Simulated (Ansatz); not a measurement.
# Hg6Te4 zinc blende hole sphere (Cl4Hg5NiTe4): structure and electronic state

What does Hg6Te4 zinc blende hole sphere (Cl4Hg5NiTe4) look like as a triplet, and where do its frontier electrons sit?

Computed with Ansatz 0.2.0, Gaussian basis. Level: UKS PBE0-D4/def2-TZVP.

Plan: relaxation at r2SCAN-D4/def2-SVP; a search for the lowest solution at PBE-D4/def2-SVP; a single point at PBE0-D4/def2-TZVP.

## Step 1: The system as given

14 atoms, charge 0, spin multiplicity 3.

Atoms are counted from 1 here; the program's logs count them from 0.

Bond lengths: Te1–Ni5 2.450 Å, Te1–Hg7 2.810 Å, Te1–Hg8 2.810 Å, Te2–Hg6 2.885 Å, Te2–Hg7 2.829 Å, Te2–Hg9 2.815 Å, Te3–Ni5 2.410 Å, Te3–Hg6 2.779 Å, Te3–Hg10 2.772 Å, Te4–Hg8 2.819 Å, Te4–Hg9 2.825 Å, Te4–Hg10 2.874 Å, Ni5–Cl11 2.044 Å, Hg6–Cl12 2.315 Å, Hg7–Cl13 2.752 Å, Hg8–Cl13 2.746 Å, Hg9–Cl13 2.743 Å, Hg10–Cl14 2.315 Å. Angles: Ni5–Te1–Hg7 90.8°, Ni5–Te1–Hg8 108.4°, Hg7–Te1–Hg8 85.6°, Hg6–Te2–Hg7 97.5°, Hg6–Te2–Hg9 95.6°, Hg7–Te2–Hg9 84.2°, Ni5–Te3–Hg6 97.7°, Ni5–Te3–Hg10 111.4°, Hg6–Te3–Hg10 97.1°, Hg8–Te4–Hg9 84.6°, Hg8–Te4–Hg10 94.2°, Hg9–Te4–Hg10 98.7°, Te1–Ni5–Te3 132.2°, Te1–Ni5–Cl11 113.2°, Te3–Ni5–Cl11 114.5°, Te2–Hg6–Te3 123.8°, Te2–Hg6–Cl12 109.8°, Te3–Hg6–Cl12 125.7° and more.

As a file:

```
Te   -1.7183    2.1593   -1.6259
Te    1.9781   -1.4354   -2.0850
Te   -1.8107   -1.2926    1.1709
Te    1.9681    1.9117    1.9637
Ni   -2.6045    0.1071   -0.6233
Hg    0.1160   -2.6844   -0.2690
Hg    0.3149    0.7010   -2.9052
Hg    0.3258    3.1440    0.0317
Hg    2.9693    0.4302   -0.2238
Hg   -0.0696    0.0815    2.8339
Cl   -4.2822   -0.5891   -1.5610
Cl    0.6876   -4.9064    0.0355
Cl    2.1688    2.4601   -1.8854
Cl   -0.0432   -0.0871    5.1428
```

Hg, Te take a core potential in the def2 sets. No spin-orbit coupling is included.

The start is a GFN1-xTB geometry.

## Step 2: Optimising with r2SCAN-D4/def2-SVP

in.yaml

```yaml
crystal:
  periodic: [false, false, false]
  atoms:
    - {symbol: Te, position_ang: [-1.718280, 2.159300, -1.625860]}
    - {symbol: Te, position_ang: [1.978140, -1.435380, -2.085040]}
    - {symbol: Te, position_ang: [-1.810720, -1.292630, 1.170920]}
    - {symbol: Te, position_ang: [1.968060, 1.911720, 1.963740]}
    - {symbol: Ni, position_ang: [-2.604460, 0.107120, -0.623330]}
    - {symbol: Hg, position_ang: [0.115970, -2.684380, -0.269040]}
    - {symbol: Hg, position_ang: [0.314850, 0.700990, -2.905230]}
    - {symbol: Hg, position_ang: [0.325800, 3.144000, 0.031740]}
    - {symbol: Hg, position_ang: [2.969260, 0.430220, -0.223790]}
    - {symbol: Hg, position_ang: [-0.069550, 0.081520, 2.833940]}
    - {symbol: Cl, position_ang: [-4.282230, -0.589100, -1.561000]}
    - {symbol: Cl, position_ang: [0.687610, -4.906420, 0.035550]}
    - {symbol: Cl, position_ang: [2.168780, 2.460140, -1.885370]}
    - {symbol: Cl, position_ang: [-0.043220, -0.087100, 5.142770]}
basis:
  gaussian: {orbitals: def2-SVP}
magnetization: {spin_polarized: true, initial_magnetization: 2}
hamiltonian: {xc: r2scan, dispersion: d4}
scf: {lower_state_search: "off"}
output: {orbitals: {seedname: orbitals}}
relax: {f_tol: 0.03, max_steps: 70}
```

On the command line:

```
> ansatz run in.yaml --threads 2 --pin off --events-out ev --progress --plain --max-ram 31744MiB --backend cuda --devices 0, --max-vram 18GiB
```

After this run come: Searching for the lowest solution, PBE-D4/def2-SVP; Single point, PBE0-D4/def2-TZVP.

Q: Predict the results of all the runs planned. Wanted: point group; commonest bond; HOMO, LUMO at PBE0-D4/def2-TZVP; ⟨S²⟩; dipole at r2SCAN-D4/def2-SVP.

As calculated:

```
                                         quantity                             value
                                      point group                                C1
                                   commonest bond  Hg–Te, 10 of mean length 2.799 Å
HOMO, LUMO at PBE0-D4/def2-TZVP (over both spins)                   -7.18, -4.57 eV
                                             ⟨S²⟩                             2.011
                     dipole at r2SCAN-D4/def2-SVP                            5.26 D
```

The molecule keeps its bonding pattern by the stored test; the atoms moved 0.73 Å (rms), and the angle Te1–Hg8–Te4 went from 132° to 157°. No usable vibrations, so a minimum isn't proven. Whether this spin is the lowest isn't tested here. The point group is read from a loosely relaxed geometry; soft torsions can leave it below the true symmetry.
